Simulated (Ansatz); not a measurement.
# CH4CdS2: up Jacob's ladder to CCSD(T)

One table from this session's results is given with a row withheld; the runs are named, their logs left out.

The runs use Ansatz 0.2.0, Gaussian basis; functionals in def2-TZVPP, the program's frozen cores in correlated methods.

Levels to be run: LDA (SPW92), PBE-D4, revPBE-D4, BLYP-D4, r2SCAN-D4, B97M-V, PBE0-D4, B3LYP-D4, r2SCANh-D4, r2SCAN0-D4, HSE06-D4, BHLYP-D4, CAM-B3LYP-D4, LC-ωPBE, ωB97X-V, ωB97M-V, B2PLYP, PBE-QIDH; CCSD(T)/def2-SVP; CCSD(T)/def2-TZVPP; MP2/def2-QZVPP; extrapolation to the limit; RPA on PBE.

## The geometry

An earlier PBE0-D4 in a triple-zeta def2 set relaxation fixed the geometry. Cd takes the def2 core potential; no spin-orbit term is included.

SMILES `C[S][Cd][SH]`, 8 atoms, charge 0, spin multiplicity 1.

Atoms are counted from 1 here; the program's logs count them from 0.

Bond lengths: C1–S2 1.822 Å, C1–H5 1.089 Å, C1–H6 1.090 Å, C1–H7 1.089 Å, S2–Cd3 2.334 Å, Cd3–S4 2.339 Å, S4–H8 1.344 Å. Angles: S2–C1–H5 112.0°, S2–C1–H6 106.1°, S2–C1–H7 112.0°, H5–C1–H6 108.4°, H5–C1–H7 109.9°, H6–C1–H7 108.3°, C1–S2–Cd3 103.0°, S2–Cd3–S4 178.9°, Cd3–S4–H8 93.3°.

Set-up of the first run:

Contents of in.yaml:

```yaml
crystal:
  periodic: [false, false, false]
  atoms:
    - {symbol: C, position_ang: [-0.794279, 1.541968, 0.520310]}
    - {symbol: S, position_ang: [-1.591557, 0.019575, -0.085319]}
    - {symbol: Cd, position_ang: [0.220689, -1.298357, -0.737528]}
    - {symbol: S, position_ang: [2.012423, -2.634773, -1.425921]}
    - {symbol: H, position_ang: [-0.233667, 2.048204, -0.264201]}
    - {symbol: H, position_ang: [-1.602668, 2.198626, 0.843360]}
    - {symbol: H, position_ang: [-0.146131, 1.350681, 1.374308]}
    - {symbol: H, position_ang: [2.135211, -3.225925, -0.225010]}
basis:
  gaussian: {orbitals: def2-TZVPP}
hamiltonian: {xc: lda}
output: {orbitals: {seedname: orbitals}}
```

Started as:

```console
$ ansatz run in.yaml --threads 4 --pin off --events-out ev --progress --plain --max-ram 10444MiB
```

Among the steps run: LDA; PBE-D4 (GGA); revPBE-D4 (GGA); BLYP-D4 (GGA); r2SCAN-D4 (meta-GGA); B97M-V (meta-GGA); B3LYP-D4 (hybrid); r2SCANh-D4 (hybrid); r2SCAN0-D4 (hybrid); HSE06-D4 (hybrid); BHLYP-D4 (hybrid); CAM-B3LYP-D4 (range-separated); LC-ωPBE (range-separated); ωB97X-V (range-separated); ωB97M-V (range-separated); B2PLYP (double hybrid); PBE-QIDH (double hybrid).

One of the session's tables, all rows but one given; the rest of the session is left out.

It belongs to the step «Orbital energies across the functionals». 

| functional | HOMO (eV) | gap (eV) |
| --- | --- | --- |
| LDA (SPW92) | -5.75 | 3.41 |
| PBE-D4 | -5.59 | 3.52 |
| revPBE-D4 | -5.53 | 3.58 |
| BLYP-D4 | -5.44 | 3.43 |
| r2SCAN-D4 | -5.83 | 3.99 |
| B97M-V | -5.88 | 3.93 |
| PBE0-D4 | -6.75 | 5.49 |
| B3LYP-D4 | ? | ? |
| r2SCANh-D4 | -6.26 | 4.70 |
| r2SCAN0-D4 | -6.91 | 5.78 |
| HSE06-D4 | -6.35 | 4.73 |
| BHLYP-D4 | -7.78 | 7.26 |
| CAM-B3LYP-D4 | -8.06 | 7.66 |
| LC-ωPBE | -9.42 | 10.23 |
| ωB97X-V | -9.07 | 9.70 |
| ωB97M-V | -8.92 | 9.32 |

Estimate the missing values for B3LYP-D4.

Worked estimate for «HOMO (eV)». Against the share of exact exchange, BLYP-D4 (0, -5.44), BHLYP-D4 (0.5, -7.78) give a slope of -4.68 per unit share; at 0.2 the line stands at -6.38.

**Answer.** HOMO (eV): -6.53; gap (eV): 4.98. In «HOMO (eV)» the line misses by +0.15.
